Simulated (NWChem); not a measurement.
# C2HAlF2 (SMILES C#[C][Al]([F])[F]) at M11/aug-pcseg-1

Aim: the energy change on altering one bond length of C2HAlF2 at M11/aug-pcseg-1, from 2 runs. 

The calculation is run with NWChem 7.3.0.

3 further runs of the same task are left out: 3 set aside as unsound or not needed.

## 1. The molecule

C2HAlF2 has 6 atoms, charge 0, and is taken as a singlet. As SMILES, `C#[C][Al]([F])[F]`. Geometry: relaxed at PBE0-D4/def2-TZVP.

Bond lengths: C1–C2 1.208 Å, C2–Al3 1.877 Å, Al3–F4 1.635 Å, Al3–F5 1.635 Å, C1–H6 1.067 Å. Angles: C1–C2–Al3 180.0°, C2–Al3–F4 121.0°, C2–Al3–F5 121.0°, F4–Al3–F5 117.9°, C2–C1–H6 180.0°.

## 2. Energy and one-electron properties at M11/aug-pcseg-1

The input, run.nw:

```
start run
memory stack 880 mb heap 220 mb global 1100 mb

geometry units angstrom noautoz
  C       -1.009600       0.675600       1.373000
  C       -0.344400       0.226600       0.470000
  Al       0.688500      -0.470600      -0.933100
  F        0.677800      -2.069600      -1.273800
  F        1.626900       0.502000      -1.853000
  H       -1.597100       1.072100       2.170500
end

basis spherical bse
  * library aug-pcseg-1
end

dft
  xc m11
  grid fine
  convergence energy 1e-07
  mulliken
end

property
  esp
  electrondensity
  dipole
  efield
  moldenfile
  molden_norm janpa
end

task dft property
```

Run with:

```
$ nwchem run.nw > run.out
```

Output:

```text
[...]
 Group name             C2v
[...]
          Wavefunction type:  closed shell.
          No. of atoms     :     6
          No. of electrons :    44
[...]
          Charge           :     0
          Spin multiplicity:     1
[...]
          AO basis - number of functions:   128
[...]
              XC Information
              --------------
                          M11 Method XC Functional
                     Hartree-Fock (Exact) Exchange  1.000
                           M11 gradient correction  1.000
                         M11 Correlation Potential  1.000
[...]
 d= 0,ls=0.0,diis     1   -518.7812870496 -7.01D+02  3.26D-02  1.23D+00     4.1
[...]
 d= 0,ls=0.0,diis    10   -518.9004618713 -1.90D-08  2.80D-06  1.32D-08    39.2
         Total DFT energy =     -518.900461871276
      One electron energy =    -1081.696674075676
           Coulomb energy =      431.104437602428
    Exchange-Corr. energy =      -50.744703548613
 Nuclear repulsion energy =      182.436478150585
[...]
      Total Density - Mulliken Population Analysis
     ---------------------------------------------
    Atom       Charge   Shell Charges
 -----------   ------   -------------------------------------------------------
    1 C    6     6.61   2.00  0.73  0.79  0.40  2.02  0.56  0.20  0.02 -0.11
    2 C    6     6.04   2.00  0.73  0.86 -0.40  2.03  0.90 -0.09  0.02 -0.02
    3 Al  13    11.35   2.00  1.98  0.42 -0.22 -0.03  5.99  0.93  0.04 -0.01  0.24  0.00
    4 F    9     9.67   2.00  0.91  1.00  0.06  3.44  2.13  0.12  0.01  0.01
    5 F    9     9.67   2.00  0.91  1.00  0.06  3.44  2.13  0.12  0.01  0.01
    6 H    1     0.66   0.73  0.05  0.06  0.02 -0.20
[...]
   Dipole moment        2.2901223766 Debye(s)
             DMX       -0.0000000000 DMXEFC        0.0000000000
             DMY       -0.0000000000 DMYEFC        0.0000000000
             DMZ        2.2901223766 DMZEFC        0.0000000000
   -EFC- dipole         0.0000000000 DEBYE(S)
   Total dipole         2.2901223766 DEBYE(S)
[...]
```

Wall time 40 s (1 thread of AMD EPYC 9R45 (Zen 5), shared host); peak memory 0.11 GiB.

Atomic charges (e):

```csv
atom,Mulliken,Löwdin
C1,-0.610,-0.050
C2,-0.040,-0.280
Al3,+1.650,+1.360
F4,-0.670,-0.520
F5,-0.670,-0.520
H6,+0.340,+0.010
```

## 3. The distorted shape at the same level

The input, work.xyz:

```xyz
6

C     -1.010670     0.515700     1.338930
C     -0.345470     0.066700     0.435930
Al     0.687430    -0.630500    -0.967170
F      0.677800    -2.069600    -1.273800
F      1.625830     0.342100    -1.887070
H     -1.598170     0.912200     2.136430
```

The input, work.nw:

```
start work
memory total 2200 mb
charge 0

geometry units angstrom noautoz
   load format xyz work.xyz
end

basis spherical bse
   * library aug-pcseg-1
end

dft
   xc m11
   grid fine
   convergence energy 1e-07
   mulliken
   noprint "final vectors analysis"
end

property
   esp
   electrondensity
   dipole
   efield
   moldenfile
   molden_norm janpa
end

task dft property
```

Run with:

```
$ nwchem work.nw > work.out
```

Output:

```text
[...]
 Group name             Cs
[...]
          Wavefunction type:  closed shell.
          No. of atoms     :     6
          No. of electrons :    44
[...]
          Charge           :     0
          Spin multiplicity:     1
[...]
          AO basis - number of functions:   128
[...]
              XC Information
              --------------
                          M11 Method XC Functional
                     Hartree-Fock (Exact) Exchange  1.000
                           M11 gradient correction  1.000
                         M11 Correlation Potential  1.000
[...]
 d= 0,ls=0.0,diis     1   -518.7576102729 -7.07D+02  3.21D-02  1.23D+00     6.3
[...]
 d= 0,ls=0.0,diis     9   -518.8718922089 -4.88D-08  4.94D-06  5.09D-08    55.1
         Total DFT energy =     -518.871892208913
      One electron energy =    -1093.013252798978
           Coulomb energy =      436.850945902971
    Exchange-Corr. energy =      -50.824953782211
 Nuclear repulsion energy =      188.115368469305
[...]
      Total Density - Mulliken Population Analysis
     ---------------------------------------------
    Atom       Charge   Shell Charges
 -----------   ------   -------------------------------------------------------
    1 C    6     6.61   2.00  0.73  0.79  0.38  2.02  0.58  0.20  0.02 -0.11
    2 C    6     6.05   2.00  0.73  0.85 -0.36  2.03  0.90 -0.09  0.02 -0.02
    3 Al  13    11.32   2.00  1.98  0.33 -0.22 -0.03  5.99  0.95  0.05 -0.01  0.28  0.01
    4 F    9     9.67   2.00  0.91  1.00  0.07  3.49  2.11  0.09  0.01  0.01
    5 F    9     9.68   2.00  0.91  0.99  0.06  3.45  2.13  0.13  0.01  0.01
    6 H    1     0.66   0.73  0.05  0.05  0.02 -0.19
[...]
   Dipole moment        1.9273279711 Debye(s)
             DMX       -0.4549597798 DMXEFC        0.0000000000
             DMY        1.8728600340 DMYEFC        0.0000000000
             DMZ        0.0000000000 DMZEFC        0.0000000000
   -EFC- dipole         0.0000000000 DEBYE(S)
   Total dipole         1.9273279711 DEBYE(S)
[...]
```

It took 56 s on 1 thread of AMD EPYC 9R45 (Zen 5), shared host; peak memory 0.31 GiB.

Atomic charges (e):

```csv
atom,Mulliken,Löwdin
C1,-0.610,-0.050
C2,-0.050,-0.270
Al3,+1.680,+1.300
F4,-0.670,-0.470
F5,-0.680,-0.520
H6,+0.340,+0.010
```

## 4. Outcome

Level: M11/aug-pcseg-1.

| quantity | value |
| --- | --- |
| first shape: total energy | -518.90046 Eh |
| first shape: dipole moment | 2.29 D |
| first shape: HOMO energy | -11.42 eV |
| first shape: LUMO energy | -0.55 eV |
| first shape: HOMO–LUMO gap | 10.87 eV |
| distorted shape: total energy | -518.87189 Eh |
| distorted shape: dipole moment | 1.93 D |
| energy change with the Al3–F4 bond shortened from 1.635 to 1.471 Å | 0.777 eV |

**Reading.** With the Al3–F4 bond shortened from 1.635 to 1.471 Å the energy rises by 0.78 eV (17.9 kcal/mol). The first shape isn't relaxed at this level, so the change isn't measured from a minimum. Mulliken charges (first shape) run from -0.67 on F4 to +1.65 on Al3; in a basis this large or diffuse they mean little. Mulliken charges (distorted shape) run from -0.68 on F5 to +1.68 on Al3; in a basis this large or diffuse they mean little.
